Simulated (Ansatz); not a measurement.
**Molecular dynamics of Li**

Input:

```yaml
accuracy: low
crystal:
  lattice:
    - [7.094447, 0.0, 0.0]
    - [0.0, 7.094447, 0.0]
    - [0.0, 0.0, 7.094447]
  atoms:
    - { symbol: Li, position: [0.0, 0.0, 0.0] }
    - { symbol: Li, position: [0.5, 0.0, 0.0] }
    - { symbol: Li, position: [0.0, 0.5, 0.0] }
    - { symbol: Li, position: [0.0, 0.0, 0.5] }
    - { symbol: Li, position: [0.25, 0.25, 0.25] }
    - { symbol: Li, position: [0.5, 0.5, 0.0] }
    - { symbol: Li, position: [0.5, 0.0, 0.5] }
    - { symbol: Li, position: [0.75, 0.25, 0.25] }
    - { symbol: Li, position: [0.0, 0.5, 0.5] }
    - { symbol: Li, position: [0.25, 0.75, 0.25] }
    - { symbol: Li, position: [0.25, 0.25, 0.75] }
    - { symbol: Li, position: [0.5, 0.5, 0.5] }
    - { symbol: Li, position: [0.75, 0.75, 0.25] }
    - { symbol: Li, position: [0.75, 0.25, 0.75] }
    - { symbol: Li, position: [0.25, 0.75, 0.75] }
    - { symbol: Li, position: [0.75, 0.75, 0.75] }
basis:
  ecutwfc: 420.0
kpoints:
  mp_grid: { grid: [2, 2, 2] }
hamiltonian:
  xc: lda
scf:
  occupations: { method: fermi_dirac, width: 0.16 }
  lower_state_search: "off"
  max_iter: 82
md:
  timestep: 3
  n_steps: 200
  ensemble: nve
  temperature: 3600.0
  initial_velocities: maxwell_boltzmann
  seed: 40909
```

Launched with:

```bash
$ ansatz run input.yaml --threads 1 --pin off --max-ram 3072MiB --backend cpu --events-out ev --progress --plain --runs-dir out
```

It starts from a structure without forces on its atoms.

Output, in part (step lines):

```
md step     0: t =     0.00 fs  T =  3600.0 K  F+E_penalty+E_count = -3226.00119897 eV  E_kin = 6.980040 eV  conserved = -3219.02115902 eV  (7 SCF iters)
md step     1: t =     3.00 fs  T =  3537.2 K  F+E_penalty+E_count = -3225.88162883 eV  E_kin = 6.858236 eV  conserved = -3219.02339235 eV  (7 SCF iters)
md step     2: t =     6.00 fs  T =  3341.3 K  F+E_penalty+E_count = -3225.50491771 eV  E_kin = 6.478359 eV  conserved = -3219.02655854 eV  (7 SCF iters)
md step     3: t =     9.00 fs  T =  3001.1 K  F+E_penalty+E_count = -3224.84646125 eV  E_kin = 5.818912 eV  conserved = -3219.02754918 eV  (7 SCF iters)
md step     4: t =    12.00 fs  T =  2527.2 K  F+E_penalty+E_count = -3223.92203394 eV  E_kin = 4.899957 eV  conserved = -3219.02207681 eV  (8 SCF iters)
md step     5: t =    15.00 fs  T =  1975.5 K  F+E_penalty+E_count = -3222.83943656 eV  E_kin = 3.830334 eV  conserved = -3219.00910220 eV  (6 SCF iters)
md step     6: t =    18.00 fs  T =  1448.4 K  F+E_penalty+E_count = -3221.80276084 eV  E_kin = 2.808271 eV  conserved = -3218.99448963 eV  (6 SCF iters)
md step     7: t =    21.00 fs  T =  1054.6 K  F+E_penalty+E_count = -3221.03081737 eV  E_kin = 2.044836 eV  conserved = -3218.98598134 eV  (6 SCF iters)
[... lines left out ...]
md step   199: t =   597.00 fs  T =  1838.2 K  F+E_penalty+E_count = -3222.57658728 eV  E_kin = 3.564159 eV  conserved = -3219.01242853 eV  (5 SCF iters)
md step   200: t =   600.00 fs  T =  1779.4 K  F+E_penalty+E_count = -3222.46293146 eV  E_kin = 3.450128 eV  conserved = -3219.01280380 eV  (7 SCF iters)
```

The steps, from the saved trajectory:

| time (fs) | T (K) | potential energy less start (eV) | conserved less start (meV/atom) |
| --- | --- | --- | --- |
| 0.0 | 3600 | 0.000 | 0.00 |
| 18.0 | 1448 | 4.198 | 1.67 |
| 36.0 | 1616 | 3.854 | 0.53 |
| 54.0 | 2140 | 2.842 | 0.64 |
| 72.0 | 1403 | 4.279 | 1.19 |
| 90.0 | 1573 | 3.945 | 0.92 |
| 108.0 | 1853 | 3.400 | 0.84 |
| 126.0 | 1746 | 3.606 | 0.72 |
| 144.0 | 1599 | 3.897 | 1.15 |
| 162.0 | 1875 | 3.353 | 0.55 |
| 180.0 | 1197 | 4.681 | 1.36 |
| 198.0 | 1727 | 3.642 | 0.66 |
| 216.0 | 1863 | 3.386 | 1.08 |
| 234.0 | 2089 | 2.942 | 0.78 |
| 252.0 | 1582 | 3.930 | 1.00 |
| 270.0 | 1661 | 3.775 | 0.96 |
| 288.0 | 1899 | 3.310 | 0.78 |
| 306.0 | 1448 | 4.186 | 0.84 |
| 324.0 | 1489 | 4.111 | 1.07 |
| 342.0 | 1723 | 3.654 | 0.87 |
| 360.0 | 1485 | 4.114 | 0.84 |
| 378.0 | 1528 | 4.032 | 0.92 |
| 396.0 | 1595 | 3.902 | 0.92 |
| 414.0 | 1487 | 4.109 | 0.77 |
| 432.0 | 1777 | 3.543 | 0.60 |
| 450.0 | 1630 | 3.833 | 0.92 |
| 468.0 | 1299 | 4.481 | 1.18 |
| 486.0 | 1955 | 3.199 | 0.60 |
| 504.0 | 1912 | 3.287 | 0.88 |
| 522.0 | 1624 | 3.850 | 1.11 |
| 540.0 | 1759 | 3.581 | 0.76 |
| 558.0 | 1512 | 4.063 | 0.97 |
| 576.0 | 1511 | 4.068 | 1.07 |
| 594.0 | 1851 | 3.402 | 0.65 |

All steps were run. The conserved energy stayed within 2.2 meV per atom of its start (net change 0.52 meV per atom), so the integration is sound. The temperature averaged 0.45 of the 3600 K drawn at the start: a run that starts near a minimum puts about half its kinetic energy into the potential. A run of 0.6 ps of so small a system gives no equilibrium averages. Limits of this set-up: coarse k mesh, low accuracy level.

Mean squared displacements from the first frame to the last, about the centre of mass: Li 15.24 Å².

Last frame:

```xyz
16
Lattice="7.0944 0.0000 0.0000 0.0000 7.0944 0.0000 0.0000 0.0000 7.0944" Properties=species:S:1:pos:R:3
Li -0.073 1.473 -0.834
Li 1.449 -4.572 1.020
Li -1.912 5.180 2.170
Li 0.963 -1.584 2.931
Li -1.325 -0.622 -1.153
Li 2.633 0.136 3.462
Li 4.856 8.351 4.173
Li 6.754 0.264 1.203
Li -0.511 2.843 2.768
Li 3.110 5.718 -1.905
Li 3.090 3.768 3.480
Li 5.367 3.804 4.973
Li 4.745 2.478 0.491
Li 3.407 0.578 7.891
Li 2.036 8.938 5.455
Li 7.979 5.815 6.442
```

Run time: 4 min on 1 thread of AMD EPYC 9B45 (Zen 5), with other jobs on the host, peak memory 0.59 GiB.
